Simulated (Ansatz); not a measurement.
# OsBr3 (ReO3 type): other levels of theory at one geometry

The task here is to estimate one member of a computed series from the others.

Program: Ansatz 0.2.0. Level of theory: DFT at several levels, plane waves, PAW. These are calculated values, not measurements.

4 further runs of the same task are left out: 4 that didn't finish. Runs told in other sessions of the task aren't counted.

## The starting structure

Symmetry: Pm-3m, No. 221, cubic system. The conventional cell has a = 5.178 Å, b = 5.178 Å, c = 5.178 Å, α = 90.00°, β = 90.00°, γ = 90.00°. Os (site symmetry m-3m) has 6 Br at 2.59 Å in its first shell of neighbours. Around Br (site symmetry 4/mmm) lie 2 Os at 2.59 Å.

Structure file:

```xyz
4
Lattice="5.1779 0.0000 0.0000 0.0000 5.1779 0.0000 0.0000 0.0000 5.1779" Properties=species:S:1:pos:R:3 pbc="T T T"
Os    0.0000    0.0000    0.0000
Br    2.5889    0.0000    0.0000
Br    0.0000    0.0000    2.5889
Br    0.0000    2.5889    0.0000
```

An earlier run at PBE+U (U_eff = 2 eV on Os 5d) left this cell at 34.705 Å³/atom and 0.04 GPa (6×6×6 mesh), metallic, spin moments in the atoms' spheres Os 2.30; Br 0.15 μB.

Levels to run: PBE+U with U = 5 eV on Os 5d; PBE+U with U = 3 eV on Os 5d; PBE+U with U = 7 eV on Os 5d. Hardware: 2 threads of Arm Neoverse V2, shared host.

The first run:

File input.yaml:

```yaml
crystal:
  lattice:
    - [5.1778731248, 0.0, 0.0]
    - [0.0, 5.1778731248, 0.0]
    - [0.0, 0.0, 5.1778731248]
  atoms:
    - { symbol: Os, position: [0.0, 0.0, 0.0], spin: 2.53 }
    - { symbol: Br, position: [0.5, 0.0, 0.0] }
    - { symbol: Br, position: [0.0, 0.0, 0.5] }
    - { symbol: Br, position: [0.0, 0.5, 0.0] }
basis:
  ecutwfc: 420
  ecutrho_ratio: 4
kpoints:
  mp_grid: { grid: [6, 6, 6] }
hamiltonian:
  xc: pbe
  hubbard: { sites: [{ species: Os, l: d, u_eff: 5.0 }] }
scf:
  occupations: { method: gaussian, width: 0.05 }
  lower_state_search: "off"
output:
  forces: true
  stress: true
  eigenvalues: true
  populations: true
  hubbard: { sites: [{ species: Os, l: d }] }
  dos: { projected: true, de: 0.02 }
magnetization:
  spin_polarized: true
checkpoint:
  read: start.run
  write: ck
  compress: false
  write_wavefunctions: false
  write_every: 100000
```

start.run holds the state of a PBE+U run on this cell.

Command:

```sh
$ ansatz run input.yaml --threads 2 --pin off --max-ram 2662MiB --backend cpu --events-out ev --progress --plain --runs-dir out
```

Steps of the session up to this table: PBE+U with U = 5 eV on Os 5d; PBE+U with U = 3 eV on Os 5d; PBE+U with U = 7 eV on Os 5d; Seeding on a coarse mesh: PBE+U+SOC with U = 2 eV on Os 5d, moments along [001].

One table of the session follows, with a row left open; its other results are not shown here.

| level | pressure (GPa) | largest spin moment (μB) |
| --- | --- | --- |
| PBE+U with U = 2 eV on Os 5d | 0.0 | 2.30 |
| PBE+U with U = 3 eV on Os 5d | ? | ? |
| PBE+U with U = 5 eV on Os 5d | 1.8 | 2.68 |
| PBE+U with U = 7 eV on Os 5d | 2.6 | 2.80 |

**Question.** Estimate the row for PBE+U with U = 3 eV on Os 5d.

The run gave: pressure (GPa): 0.5; largest spin moment (μB): 2.41. In the column «pressure (GPa)» it lies between PBE+U with U = 2 eV on Os 5d (0.0) and PBE+U with U = 5 eV on Os 5d (1.8).

The pressure runs from 0.0 GPa (PBE+U with U = 2 eV on Os 5d) to 2.6 GPa (PBE+U with U = 7 eV on Os 5d); a negative pressure means that level wants a smaller cell, a positive one a larger cell. Runs that start from the base's state can stay on it, so another U may have a lower state that wasn't reached. Total energies of different levels have different zeros and can't be compared.

To keep in mind: Warnings in the runs' records: filled band counts differ across k points, xc potential rough in thin density, stability check not made, stress scf threshold loose.
